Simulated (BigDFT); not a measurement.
# BSH3 in BigDFT: density of states with PBE+D3

Aim: the density of states of BSH3 with PBE+D3.

Program: BigDFT 1.9.6. These are calculated values, not measurements. Logs are shortened: lines on timing, memory, paths and dates and some standing lists are left out, and cuts for length are marked.

## 1. The undisturbed molecule

The cell holds a molecule in a box, 5 atoms: a = 13.000 Å, b = 12.000 Å, c = 10.000 Å, α = 90.00°, β = 90.00°, γ = 90.00°.

## 2. Density of states, PBE+D3 (all distances scaled by 1.0132)

Input file input.yaml:

```yaml
dft:
  hgrids: 0.32
  rmult: [6.0, 8.0]
  ixc: PBE
  gnrm_cv: 3.e-05
  ncong: 6
  idsx: 6
  dispersion: 5
  itermax: 80
  nrepmax: 2
  norbv: 9
  nvirt: 6
  itermax_virt: 30
  gnrm_cv_virt: 0.001
  output_denspot: 22
  inputpsiid: -2
psolver:
  environment: {cavity: soft-sphere, epsilon: 78.36, radii_set: Pauling}
ig_occupation:
  B: {2p: 1.0, 2s: 2.0}
  H: {1s: 1.0}
  S: {3p: 4.0, 3s: 2.0}
posinp:
  units: atomic
  positions:
  - {B: [11.80213045, 10.81812504, 9.854031338]}
  - {S: [12.86243249, 13.99233002, 9.389933802]}
  - {H: [9.560523995, 10.55888912, 10.19119131]}
  - {H: [13.25569005, 9.063208448, 9.827418484]}
  - {H: [15.37897476, 13.54718696, 9.084939011]}
```

Potentials or basis: UZH-GTH-PBE (B q3, H q1, S q6).

The run is started by

```bash
> OMP_NUM_THREADS=1 bigdft  # reads input.yaml, psppar.B, psppar.H, psppar.S
```

Output:

```text
Version Number                        : 1.9.5-dirty
[... echo of the input with its defaults ...]
  #--------------------------------------------------------------------------------------- |
  #-------------------------------------------------- Input Atomic System (file: input.yaml)
 Atomic System Properties:
   Number of atomic types              :  3
   Number of atoms                     :  5
   Types of atoms                      :  [ B, S, H ]
   Boundary Conditions                 : Free #Code: F
   Number of Symmetries                :  0
   Space group                         : disabled
  #-------------------------------------------------- Geometry optimization Input Parameters
 Geometry Optimization Parameters:
[... 7 lines left out ...]
 DFT parameters:
   eXchange Correlation:
     XC ID                             :  &ixc -101130
     Exchange-Correlation reference    : "XC= Perdew, Burke & Ernzerhof"
     XC functional implementation      : libXC
     Spin polarization                 :  No
 Basis set definition:
   Suggested Grid Spacings (a0)        :  [  0.32,  0.32,  0.32 ]
   Coarse and Fine Radii Multipliers   :  [  6.0,  8.0 ]
 Self-Consistent Cycle Parameters:
   Wavefunction:
     Gradient Norm Threshold           :  &gnrm_cv  3.0E-05
     CG Steps for Preconditioner       :  6
     DIIS History length               :  6
     Max. Wfn Iterations               :  &itermax  80
     Max. Subspace Diagonalizations    :  2
     Input wavefunction policy         : INPUT_PSI_RANDOM #-2
     Output wavefunction policy        : NONE # 0
     Output grid policy                : DENSPOT # 2
     Virtual orbitals                  :  6
     Number of plotted density orbitals:  0
   Density/Potential:
     Max. Iterations                   :  1
 Post Optimization Parameters:
   Finite-Size Effect estimation:
     Scheduled                         :  No
  #----------------------------------------------------------------------- System Properties
 Properties of atoms in the system:
 - Symbol                              : B #Type No.  01
   No. of Electrons                    :  3
   No. of Atoms                        :  1
   Radii of active regions (AU):
     Coarse                            :  1.91318
     Fine                              :  0.37143
     Coarse PSP                        :  0.69643
     Source                            : Hard-Coded
   Grid Spacing threshold (AU)         :  0.93
   Pseudopotential type                : HGH-K
   No. of projectors                   :  1
   PSP XC                              : "XC= Perdew, Burke & Ernzerhof"
 - Symbol                              : S #Type No.  02
   No. of Electrons                    :  6
   No. of Atoms                        :  1
   Radii of active regions (AU):
     Coarse                            :  1.38230
[... 4 lines left out ...]
   Pseudopotential type                : HGH-K
   No. of projectors                   :  5
   PSP XC                              : "XC= Perdew, Burke & Ernzerhof"
 - Symbol                              : H #Type No.  03
   No. of Electrons                    :  1
   No. of Atoms                        :  3
   Radii of active regions (AU):
     Coarse                            :  1.46342
     Fine                              :  0.20059
     Coarse PSP                        :  0.00000
     Source                            : Hard-Coded
   Grid Spacing threshold (AU)         :  0.50
   Pseudopotential type                : HGH-K
   No. of projectors                   :  0
   PSP XC                              : "XC= Perdew, Burke & Ernzerhof"
  #----------------------------------------------- Atom Positions (specified and grid units)
 Atomic structure:
   units                               : bohr
   positions:
   - B: [ 11.40084991,  11.34474111,  11.36000000] # [  35.63,  35.45,  35.50 ] 0001
   - S: [ 12.46115195,  14.51894609,  10.89590246] # [  38.94,  45.37,  34.05 ] 0002
   - H: [ 9.159243459,  11.08550519,  11.69715997] # [  28.62,  34.64,  36.55 ] 0003
   - H: [ 12.85440951,  9.589824517,  11.33338715] # [  40.17,  29.97,  35.42 ] 0004
   - H: [ 14.97769422,  14.07380303,  10.59090767] # [  46.81,  43.98,  33.10 ] 0005
   position offset                     :  [  0.40128, -0.52662, -1.5060 ]
   Rigid Shift Applied (AU)            :  [ -0.40128,  0.52662,  1.5060 ]
  #------------------------------------------------------------------------- Grid properties
 Box Grid spacings                     :  [  0.3200,  0.3200,  0.3200 ]
 Sizes of the simulation domain:
   AU                                  :  [  23.680,  22.720,  22.720 ]
   Angstroem                           :  [  12.531,  12.023,  12.023 ]
   Grid Spacing Units                  :  [  74,  71,  71 ]
   High resolution region boundaries (GU):
     From                              :  [  24,  25,  25 ]
     To                                :  [  51,  54,  44 ]
 High Res. box is treated separately   :  Yes
 Wavefunctions Descriptors, full simulation domain:
   Coarse resolution grid:
     No. of segments                   :  4059
     No. of points                     :  200670
   Fine resolution grid:
[... 175 lines left out ...]
                -8.58E-02],           Orthogonalization Method:  0}
[... 22 further cycles ...]
       -  { #--------------------------------------------------------------------- iter: 33
 Total electronic charge:  11.999999998374,
       Summing up ionic density:  Yes,
 Integral of the density in the nonvacuum region:  1.499143252317239,
 Embedded PSolver Preconditioned Conjugate Gradient Method: [Iteration quality: {iter:  19, res:  6.90709994465677456E-09}],
        Cavitation energy:  1.3408305246468083E-002,
         Repulsion energy: -4.0969821586430248E-003,
        Dispersion energy: -4.6887609051068143E-003,
 Non-electrostatic energy:  4.6225621827182435E-003}, Hamiltonian Applied:  Yes,
          Orthoconstraint:  Yes, Preconditioning:  Yes,
 Energies: {Ekin:  6.82092666058E+00, Epot: -1.29489561737E+01, Enl:  2.23119062333E+00,
              EH: -2.14876669194E+01,  EXC: -4.14126972420E+00, EvXC: -5.35788945709E+00},
 iter:  33, EKS: -1.56393282546670527E+01, gnrm:  1.09E-02, D: -9.29E-04,
 DIIS weights: [ 2.13E-02, -5.69E-03,  9.57E-03, -1.68E-01, -2.29E-01,  1.37E+00,
                -3.07E-05],           Orthogonalization Method:  0}
       -  { #--------------------------------------------------------------------- iter: 34
 Total electronic charge:  11.999999998396,
[... 118 lines left out ...]
       -  { #--------------------------------------------------------------------- iter: 42
 Total electronic charge:  11.999999998398,
       Summing up ionic density:  Yes,
 Integral of the density in the nonvacuum region:  1.503654691898854,
 Embedded PSolver Preconditioned Conjugate Gradient Method: [Iteration quality: {iter:  6, res:  8.96966793571606100E-09}],
        Cavitation energy:  1.3408305246468083E-002,
         Repulsion energy: -4.0969821586430248E-003,
        Dispersion energy: -4.6887609051068143E-003,
 Non-electrostatic energy:  4.6225621827182435E-003}, Hamiltonian Applied:  Yes,
          Orthoconstraint:  Yes, Preconditioning:  Yes,
 Energies: {Ekin:  6.81665864299E+00, Epot: -1.29454234380E+01, Enl:  2.23093986371E+00,
              EH: -2.14884232719E+01,  EXC: -4.14029793508E+00, EvXC: -5.35665966703E+00},
 iter:  42, EKS: -1.56398159446276175E+01, gnrm:  2.76E-05, D: -1.09E-08,
 DIIS weights: [ 1.52E-02, -7.31E-02,  1.48E-01, -3.98E-02, -7.00E-01,  1.65E+00,
                -2.74E-10],           Orthogonalization Method:  0}
       -  &FINAL001  { #---------------------------------------------------------- iter: 43
 Total electronic charge:  11.999999998398,
       Summing up ionic density:  Yes,
 Integral of the density in the nonvacuum region:  1.503650498853049,
 Embedded PSolver Preconditioned Conjugate Gradient Method: [Iteration quality: {iter:  5, res:  8.67108411178383372E-09}],
        Cavitation energy:  1.3408305246468083E-002,
         Repulsion energy: -4.0969821586430248E-003,
        Dispersion energy: -4.6887609051068143E-003,
 Non-electrostatic energy:  4.6225621827182435E-003}, Hamiltonian Applied:  Yes,
 iter:  43, EKS: -1.56398159723016423E+01, gnrm:  2.76E-05, D: -2.77E-08,  #FINAL
 Energies: {Ekin:  6.81666175704E+00, Epot: -1.29454345183E+01, Enl:  2.23095371485E+00,
              EH: -2.14884165774E+01,  EXC: -4.14030084418E+00, EvXC: -5.35666335802E+00,
            Eion: -3.44462471670E+01,                         Edisp: -5.28850166615E-04},
 }
       Non-Hermiticity of Hamiltonian in the Subspace:  5.62E-31
        #Eigenvalues and New Occupation Numbers
       Orbitals: [
 {e: -6.264265347356E-01, f:  2.0000},  # 00001
 {e: -3.578687910336E-01, f:  2.0000},  # 00002
 {e: -3.068593841001E-01, f:  2.0000},  # 00003
 {e: -2.309364543867E-01, f:  2.0000},  # 00004
 {e: -2.145163622084E-01, f:  2.0000},  # 00005
 {e: -2.123019967445E-01, f:  2.0000}] # 00006
 Last Iteration                        : *FINAL001
 Writing external potential in file    : external_potential
 Writing local potential in file       : local_potential
  #---------------------------------------------------------------------- Forces Calculation
 Total electronic charge               :  11.999999998398
 Poisson Solver:
   BC                                  : Free
   Box                                 :  [  179,  173,  173 ]
   Summing up ionic density            :  Yes
   Integral of the density in the nonvacuum region:  1.503650498853049
   Embedded PSolver Preconditioned Conjugate Gradient Method:
   - Iteration quality: {iter:  2, res:  4.67976974756351364E-09}
   Polarization charge calculated      :  Yes
   Cavitation energy                   :  1.3408305246468083E-002
   Repulsion energy                    : -4.0969821586430248E-003
   Dispersion energy                   : -4.6887609051068143E-003
   Non-electrostatic energy            :  4.6225621827182435E-003
 Multipole analysis origin             :  [  1.21634E+01,  1.299142E+01,  1.108974E+01 ]
 Electric Dipole Moment (AU):
   P vector                            :  [  2.843863E-01, -6.752885E-01,  2.756736E-02 ]
   norm(P)                             :  7.33246295E-01
 Electric Dipole Moment (Debye):
   P vector                            :  [  7.228377E-01, -1.716412E+00,  7.006922E-02 ]
   norm(P)                             :  1.86372601E+00
 Quadrupole Moment (AU):
   Q matrix:
   -  [ 2.3272E+00,  1.1258E+00,  4.6778E-01]
   -  [ 1.1258E+00, -8.6361E+00,  1.3535E+00]
   -  [ 4.6778E-01,  1.3535E+00,  6.3089E+00]
   trace                               : -4.26E-14
 Spreads of the electronic density (AU):  [  1.796346E+00,  2.257505E+00,  1.252475E+00 ]
 Writing electronic density in file    : electronic_density
 Writing dielectric cavity in file     : dielectric_cavity
 Writing Hartree potential in file     : hartree_potential
 Calculate local forces                :  Yes
 Calculate Non Local forces            :  Yes
  #---------------------------------- Iterative subspace diagonalization of virtual orbitals
 Generation of input wavefunction data for atom: B
 Electronic configuration: {
 s: [ 2.00],
 p: [ 1/3,  1/3,  1/3]}
 Generation of input wavefunction data for atom: S
 Electronic configuration: {
 s: [ 2.00],
 p: [ 4/3,  4/3,  4/3]}
 Generation of input wavefunction data for atom: H
 Electronic configuration: {
 s: [ 1.00]}
 Wavelet conversion succeeded          :  Yes
 Deviation from normalization          :  9.81E-01
[... start values and all but the last Davidson step ...]
 Gradient Norm: {Value:  1.21454E-02, Exit criterion:  1.00E-03}
 Eigenvalues and eigenstate residue:
 -  [ -8.314487077922E-03,  2.903292783951E-04 ] # 0001
 -  [  2.869044594601E-03,  1.271046689635E-04 ] # 0002
 -  [  1.884470144178E-02,  9.766467473764E-04 ] # 0003
 -  [  2.941561724823E-02,  2.615854016274E-04 ] # 0004
 -  [  3.6433E-02,  9.2392E-03 ] # 0005
 -  [  5.7256E-02,  2.8259E-02 ] # 0006
 -  [  6.2378E-02,  1.8886E-02 ] # 0007
 -  [  6.6893E-02,  7.9900E-02 ] # 0008
 -  [  7.3637E-02,  8.4547E-03 ] # 0009
  #WARNING: No convergence within the allowed number of minimization steps
 Complete list of energy eigenvalues:
    #Kpt #0001  BZ coord. =  [  0.000000,  0.000000,  0.000000 ]
 - e_occ                               : -6.26426534735610E-01 # 0001
 - e_occ                               : -3.57868791033616E-01 # 0002
 - e_occ                               : -3.06859384100109E-01 # 0003
 - e_occ                               : -2.30936454386715E-01 # 0004
 - e_occ                               : -2.14516362208368E-01 # 0005
 - e_occ                               : -2.12301996744483E-01 # 0006
 - HOMO LUMO gap (AU, eV)              :  [  2.03987509666561E-01,  5.55078267092739E+00 ]
 - e_vrt                               : -8.31448707792217E-03 # 0001
 - e_vrt                               :  2.86904459460052E-03 # 0002
 - e_vrt                               :  1.88447014417847E-02 # 0003
 - e_vrt                               :  2.94156172482263E-02 # 0004
 - e_vrt                               :  3.64327383674423E-02 # 0005
 - e_vrt                               :  5.72558294113991E-02 # 0006
 - e_vrt                               :  6.23784138339369E-02 # 0007
 - e_vrt                               :  6.68926123120166E-02 # 0008
 - e_vrt                               :  7.36370641279052E-02 # 0009
  #-------------------------------- Warnings obtained during the run, check their relevance!
 WARNINGS:
 - Input guess not used due to residual norm >  1.0E-002
 - No convergence within the allowed number of minimization steps
 BigDFT infocode                       :  0
 Average noise forces: {x: -5.89118277E-04, y: -1.70105959E-04, z:  2.96389443E-05,
                    total:  6.13901335E-04}
 Clean forces norm (Ha/Bohr): {maxval:  1.749174858968E+00, fnrm2:  8.426264192661E+00}
 Raw forces norm (Ha/Bohr): {maxval:  1.749028673683E+00, fnrm2:  8.426264583502E+00}
  #-------------------------------------------------------------------- Atomic Forces (Ha/Bohr)
 Atomic Forces (Ha/Bohr):
 -  {B: [-1.577661151933E-01, -5.119205344771E-01,  7.285671736795E-02]} # 0001
 -  {S: [ 5.428441189598E-01,  1.645453890145E+00, -2.396131155888E-01]} # 0002
 -  {H: [-1.542646005427E+00,  4.653320530355E-03,  2.137995519838E-01]} # 0003
 -  {H: [ 1.158107223810E+00, -1.142580611608E+00, -4.668513769475E-02]} # 0004
 -  {H: [-5.392221498944E-04,  4.393935410205E-03, -3.580160682187E-04]} # 0005
 Energy (Hartree)                      : -1.56398159723016423E+01
 Force Norm (Hartree/Bohr)             :  2.90280281670342388E+00
```

It took 23 min on 1 thread of Intel Xeon Platinum 8259CL at 2.50GHz (Skylake/Cascade Lake), shared host; peak memory 1.1 GiB.

What came out:

```yaml
Free_energy: -425.5811 eV
Largest_force: 89.946 eV/Å
Gap_between_the_frontier_levels: 5.55 eV
Highest_occupied_level: -5.78 eV
Lowest_empty_level: -0.23 eV
Dipole_moment: 1.86 D
Dispersion_energy_per_atom: -0.003 eV
```

Forces in eV/Å, atoms in the order of the input:
```
B    -8.113 -26.324   3.746
S    27.914  84.613 -12.321
H   -79.326   0.239  10.994
H    59.552 -58.754  -2.401
H    -0.028   0.226  -0.018
```

Caveat: Davidson's empty levels didn't converge: the lowest is mostly good, higher ones can be missed; boundaries are free: the box only frames the coordinates, and the band gap is the HOMO-LUMO gap; the molecule sits in an implicit solvent.
